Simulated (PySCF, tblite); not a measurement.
**BH4O2P, a small molecule taken as a stand-in for a surface group (boron hydroxide): NMR shifts, core binding energies and electronic excitations**

What NMR shifts, core binding energies and electronic excitations should one expect for `OB(O)P`?

Programs: tblite 0.8.0 and PySCF 2.14.0. All values are calculated, for the isolated system unless a continuum is named. Atoms count from 0, parts from 1.

## 1. The system as given

8 atoms, charge 0, multiplicity 1; geometry: distance geometry start.

## 2. Geometry optimisation with GFN2-xTB

What the job is given:

```
{"job": {"kind": "relax", "xc": "GFN2-xTB", "basis": "xTB"}, "charge": 0, "multiplicity": 1}
O      0.535965     1.463994     0.238772
B      0.557578     0.086066    -0.303973
O      1.607364    -0.775551     0.255514
P     -1.165954    -0.780383    -0.418061
H     -0.372966     1.825448     0.204309
H      2.427040    -0.582940    -0.277493
H     -1.376171    -1.429452     0.868597
H     -2.201714     0.189765    -0.539239
```

With the program's defaults for keys left out, this is: GFN2-xTB geometry optimisation, gas phase.

Run with:

```bash
> OMP_NUM_THREADS=1 python cluster_run.py task.json out
```

The driver reads the jobs from task.json and runs them one after another.

**Question.** The jobs that follow are: PBE0-D3(BJ)/def2-SVP geometry optimisation, gas phase; GIAO PBE0/pcSseg-2 NMR shielding, non-relativistic, gas phase; delta-SCF UKS SCAN, pcX-2 on the ionised atom, pcseg-1 elsewhere, spin-free X2C; TDDFT CAM-B3LYP/def2-SVPD, vertical, gas phase, core orbitals frozen in the response. Predict: point group; rotational constants (main isotopes); $^{1}$H shifts against TMS (PBE0/pcSseg-2); $^{17}$O shifts against H2O (PBE0/pcSseg-2); $^{11}$B shifts against BF3·OEt2 (PBE0/pcSseg-2); $^{31}$P shifts against H3PO4 (PBE0/pcSseg-2); O1s binding energies, SCAN/pcX-2; B1s binding energies, SCAN/pcX-2; P2p binding energies, SCAN/pcX-2; lowest singlet (CAM-B3LYP/def2-SVPD); brightest single state of those computed; lowest triplet; vertical ionisation energy (ΔSCF).

**Answer**, as computed:

```
                                        quantity                        value
                                     point group                           C1
            rotational constants (main isotopes)         9.63, 4.04, 2.90 GHz
      $^{1}$H shifts against TMS (PBE0/pcSseg-2)   4.07, 3.95, 2.18, 1.57 ppm
     $^{17}$O shifts against H2O (PBE0/pcSseg-2)             146.5, 129.4 ppm
$^{11}$B shifts against BF3·OEt2 (PBE0/pcSseg-2)                     35.3 ppm
   $^{31}$P shifts against H3PO4 (PBE0/pcSseg-2)                   -275.3 ppm
                O1s binding energies, SCAN/pcX-2      O0 539.41, O2 539.22 eV
                B1s binding energies, SCAN/pcX-2                 B1 197.48 eV
                P2p binding energies, SCAN/pcX-2                 P3 136.66 eV
            lowest singlet (CAM-B3LYP/def2-SVPD)  6.19 eV (200 nm), f = 0.028
        brightest single state of those computed  state 3, 7.16 eV, f = 0.179
                                  lowest triplet                      5.51 eV
               vertical ionisation energy (ΔSCF)                      9.81 eV
```

Relaxing lowered the energy by 0.143 eV in 7 steps; the close pair that moved most is B1–P3, from 1.895 to 1.945 Å (PBE0/def2-SVP). At PBE0/pcSseg-2: The largest span, 206 ppm, is at O0, where the paramagnetic term is -206 ppm. O0 (oxygen bonded to B, H) binds its O1s electron 0.19 eV more tightly than O2 (oxygen bonded to B, H). The lowest singlet, at 6.19 eV, is HOMO→LUMO 0.83, HOMO→LUMO+1 0.11 and is weak; of the 6 states computed, the strongest absorption comes from state 3 at 7.16 eV. The lowest triplet lies 0.69 eV below the lowest singlet (triplets in Tamm-Dancoff, singlets in full TDDFT). ΔSCF puts the ionisation energy at 9.81 eV, 1.09 eV above −ε(HOMO).
